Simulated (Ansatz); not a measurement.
**C2H8OSeSi: one species, many methods**

Aim: compute C2H8OSeSi with functionals from several rungs and with coupled cluster. The yardstick is the atomisation energy at the CCSD(T) limit.

Computed with Ansatz 0.2.0, Gaussian basis. Level: functionals in def2-TZVPP, the program's frozen cores in correlated methods.

Levels to be run: LDA (SPW92), PBE-D4, revPBE-D4, BLYP-D4, r2SCAN-D4, B97M-V, PBE0-D4, B3LYP-D4, r2SCANh-D4, r2SCAN0-D4, HSE06-D4, BHLYP-D4, CAM-B3LYP-D4, LC-ωPBE, ωB97X-V, ωB97M-V, B2PLYP, PBE-QIDH; CCSD(T)/def2-SVP; CCSD(T)/def2-TZVPP; MP2/def2-QZVPP; extrapolation to the limit; RPA on PBE.

## 1. The geometry

All runs share one geometry, relaxed beforehand with PBE0-D4 in a triple-zeta def2 set.

SMILES `CO[SiH](C)[SeH]`, 13 atoms, charge 0, spin multiplicity 1.

Atoms are counted from 1 here; the program's logs count them from 0.

Bond lengths: C1–O2 1.409 Å, C1–H6 1.091 Å, C1–H7 1.096 Å, C1–H8 1.097 Å, O2–Si3 1.643 Å, Si3–C4 1.861 Å, Si3–Se5 2.270 Å, Si3–H9 1.490 Å, C4–H10 1.092 Å, C4–H11 1.093 Å, C4–H12 1.094 Å, Se5–H13 1.469 Å. Angles: O2–C1–H6 108.2°, O2–C1–H7 111.6°, O2–C1–H8 111.7°, H6–C1–H7 108.4°, H6–C1–H8 108.4°, H7–C1–H8 108.6°, C1–O2–Si3 122.8°, O2–Si3–C4 111.2°, O2–Si3–Se5 108.5°, O2–Si3–H9 109.8°, C4–Si3–Se5 111.8°, C4–Si3–H9 110.6°, Se5–Si3–H9 104.7°, Si3–C4–H10 110.3°, Si3–C4–H11 110.9°, Si3–C4–H12 110.8°, H10–C4–H11 108.4°, H10–C4–H12 108.2° and more.

Coordinates:

```xyz
13
charge 0, multiplicity 1
C    -1.6985    0.6988    0.9605
O    -0.4907    1.1141    0.3654
Si    0.2856    0.2327   -0.7832
C     0.8580   -1.4019   -0.1026
Se    2.0149    1.4624   -1.5898
H    -2.0734    1.5170    1.5774
H    -1.5518   -0.1780    1.6016
H    -2.4586    0.4575    0.2076
H    -0.6119    0.0287   -1.9545
H     1.3586   -1.9817   -0.8808
H     1.5587   -1.2568    0.7230
H     0.0106   -1.9862    0.2676
H     2.8191    1.2589   -0.3771
```

## 2. LDA

This LDA is Slater exchange with PW92 correlation.

The input, in.yaml:

```yaml
crystal:
  periodic: [false, false, false]
  atoms:
    - {symbol: C, position_ang: [-1.698499, 0.698781, 0.960494]}
    - {symbol: O, position_ang: [-0.490720, 1.114070, 0.365393]}
    - {symbol: Si, position_ang: [0.285630, 0.232727, -0.783249]}
    - {symbol: C, position_ang: [0.857964, -1.401931, -0.102614]}
    - {symbol: Se, position_ang: [2.014897, 1.462410, -1.589801]}
    - {symbol: H, position_ang: [-2.073445, 1.516997, 1.577405]}
    - {symbol: H, position_ang: [-1.551772, -0.178030, 1.601599]}
    - {symbol: H, position_ang: [-2.458639, 0.457485, 0.207579]}
    - {symbol: H, position_ang: [-0.611856, 0.028686, -1.954529]}
    - {symbol: H, position_ang: [1.358588, -1.981700, -0.880833]}
    - {symbol: H, position_ang: [1.558736, -1.256832, 0.722975]}
    - {symbol: H, position_ang: [0.010560, -1.986157, 0.267592]}
    - {symbol: H, position_ang: [2.819055, 1.258894, -0.377110]}
basis:
  gaussian: {orbitals: def2-TZVPP}
hamiltonian: {xc: lda}
output: {orbitals: {seedname: orbitals}}
```

Started as:

```bash
> ansatz run in.yaml --threads 2 --pin off --events-out ev --progress --plain --max-ram 32768MiB --backend cuda --devices 0, --max-vram 18GiB
```

The runs that follow: PBE-D4 (GGA); revPBE-D4 (GGA); BLYP-D4 (GGA); r2SCAN-D4 (meta-GGA); B97M-V (meta-GGA); B3LYP-D4 (hybrid); r2SCANh-D4 (hybrid); r2SCAN0-D4 (hybrid); HSE06-D4 (hybrid); BHLYP-D4 (hybrid); CAM-B3LYP-D4 (range-separated); LC-ωPBE (range-separated); ωB97X-V (range-separated); ωB97M-V (range-separated); B2PLYP (double hybrid); PBE-QIDH (double hybrid); CCSD(T) in def2-SVP; CCSD(T) in def2-TZVPP; MP2 in def2-QZVPP; RPA on PBE orbitals.

Q: Predict the results of all the runs planned. Wanted: atomisation energy, CCSD(T)/CBS; farthest beyond LDA; mean size of error, GGA; mean size of error, meta-GGA; mean size of error, hybrid; mean size of error, range-separated; mean size of error, double hybrid; gap, smallest and largest; T1 diagnostic.

As calculated:

| quantity | value |
| --- | --- |
| atomisation energy, CCSD(T)/CBS | 48.543 eV |
| functionals within 0.485 eV (1.0 %) | PBE-D4, BLYP-D4, r2SCAN-D4, B97M-V, PBE0-D4, B3LYP-D4, r2SCANh-D4, HSE06-D4, CAM-B3LYP-D4, ωB97X-V, ωB97M-V |
| farthest beyond LDA | BHLYP-D4 (-1.332 eV) |
| mean size of error, GGA | 0.503 eV |
| mean size of error, meta-GGA | 0.066 eV |
| mean size of error, hybrid | 0.494 eV |
| mean size of error, range-separated | 0.179 eV |
| mean size of error, double hybrid | 0.633 eV |
| gap, smallest and largest | 5.11 eV (BLYP-D4), 12.18 eV (LC-ωPBE) |
| T1 diagnostic | 0.0101 |
| triples share of the correlation energy | 3.6 % |

**Reading.** The LDA atomisation energy is off by 6.356 eV (13 %): it overbinds. PBE-D4 misses by +0.361 eV. Double hybrids carry the basis error of their MP2 part in triple zeta, and no dispersion term here, so their miss is partly the set-up's. The rungs meta-GGA, range-separated miss on average by less than the doubt on the reference (0.485 eV), so they tie. Misses under about 0.485 eV are within the doubt on the reference itself, which lacks core-valence correlation, relativity and higher excitations, and its outer-core shells are covered unevenly. All levels share the lack of spin-orbit coupling, which lowers the free heavy atoms and so the true binding. Hartree-Fock recovers 73 % of the binding; the rest is correlation. CCSD(T) in def2-SVP is off by -3.049 eV, more than most functionals: a good method in a small basis is no reference. Orbital gaps span 5.1 to 12.2 eV; exact exchange widens them. Correlated methods include outer-core shells of Se, which these sets cover unevenly.
